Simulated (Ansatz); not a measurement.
**Ge26H34 off sphere (AlGe₂₅H₃₄−): the relaxed shape and its frontier levels**

What does Ge26H34 off sphere (AlGe₂₅H₃₄−) look like as a singlet, and where do its frontier electrons sit?

Method: RKS PBE0-D4/def2-SVP; program: Ansatz 0.2.0, Gaussian basis.

Levels to be run: relaxation at r2SCAN-D4/def2-SVP; a single point at PBE0-D4/def2-SVP.

1 further run of the same task is left out (set aside as unsound or not needed).

## (1) Starting geometry

60 atoms, charge -1, spin multiplicity 1.

Atoms are counted from 1 here; the program's logs count them from 0.

Bond lengths: Ge1–Ge14 2.422 Å, Ge1–Ge16 2.399 Å, Ge1–H27 1.532 Å, Ge1–H28 1.522 Å, Ge2–Ge15 2.445 Å, Ge2–Ge17 2.415 Å, Ge2–H29 1.530 Å, Ge2–H30 1.534 Å, Ge3–Ge14 2.424 Å, Ge3–Ge19 2.405 Å, Ge3–H31 1.532 Å, Ge3–H32 1.523 Å, Ge4–Ge18 2.430 Å, Ge4–Ge20 2.413 Å, Ge4–H33 1.528 Å, Ge4–H34 1.528 Å, Al5–Ge15 2.510 Å, Al5–Ge21 2.455 Å and more. Angles: Ge14–Ge1–Ge16 112.5°, Ge14–Ge1–H27 108.8°, Ge14–Ge1–H28 113.3°, Ge16–Ge1–H27 109.5°, Ge16–Ge1–H28 111.8°, H27–Ge1–H28 100.3°, Ge15–Ge2–Ge17 116.1°, Ge15–Ge2–H29 112.0°, Ge15–Ge2–H30 112.8°, Ge17–Ge2–H29 108.5°, Ge17–Ge2–H30 107.4°, H29–Ge2–H30 98.6°, Ge14–Ge3–Ge19 113.8°, Ge14–Ge3–H31 110.1°, Ge14–Ge3–H32 115.4°, Ge19–Ge3–H31 107.0°, Ge19–Ge3–H32 109.5°, H31–Ge3–H32 100.0° and more.

The ion is computed in the gas phase, without counter-ions or solvent.

The start is a GFN2-xTB geometry.

## (2) Relaxation at r2SCAN-D4/def2-SVP

Input file in.yaml:

```yaml
crystal:
  periodic: [false, false, false]
  atoms:
    - {symbol: Ge, position_ang: [-4.206300, -1.299400, 2.276800]}
    - {symbol: Ge, position_ang: [-3.915490, 1.828390, -0.874210]}
    - {symbol: Ge, position_ang: [-1.605990, -3.974800, 2.073190]}
    - {symbol: Ge, position_ang: [1.583820, -3.873850, -0.951870]}
    - {symbol: Al, position_ang: [-1.455200, 1.808690, -4.215310]}
    - {symbol: Ge, position_ang: [1.323860, -1.110340, -3.799600]}
    - {symbol: Ge, position_ang: [-1.540330, -1.112700, -0.945940]}
    - {symbol: Ge, position_ang: [-1.379160, 1.637750, 1.955340]}
    - {symbol: Ge, position_ang: [1.535160, -1.253550, 1.960730]}
    - {symbol: Ge, position_ang: [1.293840, 1.761320, -0.978260]}
    - {symbol: Ge, position_ang: [-1.098930, 4.554590, -0.856890]}
    - {symbol: Ge, position_ang: [4.264600, -1.076450, -1.025730]}
    - {symbol: Ge, position_ang: [3.975110, 2.011370, 2.278250]}
    - {symbol: Ge, position_ang: [-2.887820, -2.500320, 0.638740]}
    - {symbol: Ge, position_ang: [-2.720170, 0.465460, -2.514110]}
    - {symbol: Ge, position_ang: [-2.967530, 0.454550, 3.345600]}
    - {symbol: Ge, position_ang: [-2.550410, 3.230760, 0.541320]}
    - {symbol: Ge, position_ang: [0.042100, -2.513950, -2.247040]}
    - {symbol: Ge, position_ang: [0.211420, -2.883970, 3.209060]}
    - {symbol: Ge, position_ang: [3.006980, -2.514480, 0.444760]}
    - {symbol: Ge, position_ang: [0.055780, 0.261170, -5.377830]}
    - {symbol: Ge, position_ang: [-0.094060, 3.133230, -2.559470]}
    - {symbol: Ge, position_ang: [2.720180, 0.261360, -2.329570]}
    - {symbol: Ge, position_ang: [0.032870, 0.184400, 0.535950]}
    - {symbol: Ge, position_ang: [2.839330, 0.220780, 3.399160]}
    - {symbol: Ge, position_ang: [2.754580, 3.064970, 0.497210]}
    - {symbol: H, position_ang: [-4.701430, -2.291340, 3.333640]}
    - {symbol: H, position_ang: [-5.535910, -0.799640, 1.730330]}
    - {symbol: H, position_ang: [-4.991080, 2.698700, -1.527810]}
    - {symbol: H, position_ang: [-4.821100, 0.996100, 0.042660]}
    - {symbol: H, position_ang: [-2.511120, -4.575980, 3.152590]}
    - {symbol: H, position_ang: [-1.098710, -5.250190, 1.412280]}
    - {symbol: H, position_ang: [2.427040, -4.753590, -1.873930]}
    - {symbol: H, position_ang: [0.887110, -4.951060, -0.122550]}
    - {symbol: H, position_ang: [-2.375610, 2.717950, -5.094790]}
    - {symbol: H, position_ang: [2.320650, -2.101080, -4.458050]}
    - {symbol: H, position_ang: [-0.458060, 2.386180, 2.953000]}
    - {symbol: H, position_ang: [-1.938260, 5.717020, -1.399590]}
    - {symbol: H, position_ang: [-0.129190, 5.340050, 0.021990]}
    - {symbol: H, position_ang: [5.195260, -1.927610, -1.888540]}
    - {symbol: H, position_ang: [5.290250, -0.263910, -0.235180]}
    - {symbol: H, position_ang: [5.305780, 1.471310, 1.772130]}
    - {symbol: H, position_ang: [4.466880, 3.030620, 3.305570]}
    - {symbol: H, position_ang: [-3.861450, -3.438450, -0.118730]}
    - {symbol: H, position_ang: [-3.887900, -0.489430, -2.896310]}
    - {symbol: H, position_ang: [-3.924840, 1.420690, 4.039640]}
    - {symbol: H, position_ang: [-2.279130, -0.160460, 4.561800]}
    - {symbol: H, position_ang: [-3.464220, 4.091890, 1.437880]}
    - {symbol: H, position_ang: [-0.772340, -3.528330, -3.084340]}
    - {symbol: H, position_ang: [1.143560, -3.901290, 3.868560]}
    - {symbol: H, position_ang: [-0.351900, -2.206820, 4.456710]}
    - {symbol: H, position_ang: [3.940020, -3.423640, 1.279410]}
    - {symbol: H, position_ang: [-0.444150, -0.834400, -6.334630]}
    - {symbol: H, position_ang: [1.217790, 0.728480, -6.268960]}
    - {symbol: H, position_ang: [1.079980, 4.062600, -3.000620]}
    - {symbol: H, position_ang: [3.620920, 1.150380, -3.218270]}
    - {symbol: H, position_ang: [1.936380, 0.804760, 4.480500]}
    - {symbol: H, position_ang: [3.815100, -0.576570, 4.266220]}
    - {symbol: H, position_ang: [1.938810, 4.148710, 1.201530]}
    - {symbol: H, position_ang: [3.742660, 3.943410, -0.274440]}
basis:
  gaussian: {orbitals: def2-SVP, fitting: {mean_field: def2-universal-jkfit}}
total_charge: -1
hamiltonian: {xc: r2scan, dispersion: d4}
scf: {lower_state_search: "off"}
output: {orbitals: {seedname: orbitals}}
relax: {f_tol: 0.03, max_steps: 70}
```

Run with:

```bash
$ ansatz run in.yaml --threads 11 --pin off --events-out ev --progress --plain --max-ram 110592MiB --backend cuda --devices 0, --max-vram 75GiB
```

After this run come: Single point, PBE0-D4/def2-SVP.

Q: Predict the results of all the runs planned. Wanted: point group; commonest bond, hydrogen aside; HOMO, LUMO at PBE0-D4/def2-SVP.

The runs gave:

```
                      quantity                             value
                   point group                                C1
commonest bond, hydrogen aside  Ge–Ge, 32 of mean length 2.439 Å
HOMO, LUMO at PBE0-D4/def2-SVP                    -3.92, 1.17 eV
```

The molecule keeps its bonding pattern by the stored test; the atoms moved 0.16 Å (rms). No usable vibrations, so a minimum isn't proven. The HOMO lies nearest to Ge21 17 %; Al5 15 % and the LUMO to Ge7, Ge24 about 9 % each. Whether this spin is the lowest isn't tested here. The point group is read from a loosely relaxed geometry; soft torsions can leave it below the true symmetry.
